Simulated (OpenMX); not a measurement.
Fe, a sheet with vacuum:

```
CELL_PARAMETERS angstrom
2.31119 0.00000 0.00000
0.00000 2.31119 0.00000
0.00000 0.00000 23.80000
ATOMIC_POSITIONS crystal
Fe 0.00000 0.00000 0.29412
```

The cell was built by a generator and needn't be a form met in nature.

Alike in all runs: program OpenMX 3.8.5; functional PBE; potentials or basis OpenMX 2013 PBE set, Fe6.0H-s3p2d2, grid cutoff 500 Ry; k mesh 11 × 11 × 1; occupations fermi-dirac, width 0.05 eV.

Starts and where they ended:

```tsv
start	free energy over the lowest (meV/atom)	net moment (μB)	site or absolute moments (μB)	gap
collinear spin, zero start	548.9	0.00	-	none (metal or under the smearing width)
collinear spin, ferromagnetic start of up to 3 μB	0.0	2.76	Fe +2.76	none (metal or under the smearing width)
collinear spin, ferromagnetic start of up to 4.5 μB	0.0	2.76	Fe +2.76	none (metal or under the smearing width)
```

The spin-polarised runs without a constraint all converged, yet they end up to 549 meV/atom apart: a converged run can sit in a state that isn't the lowest. A still lower state may exist.

Caveats: no basis functions reach into the vacuum, so the work function isn't listed; the basis of atomic orbitals isn't converged, which shifts pressures, moduli and gaps.
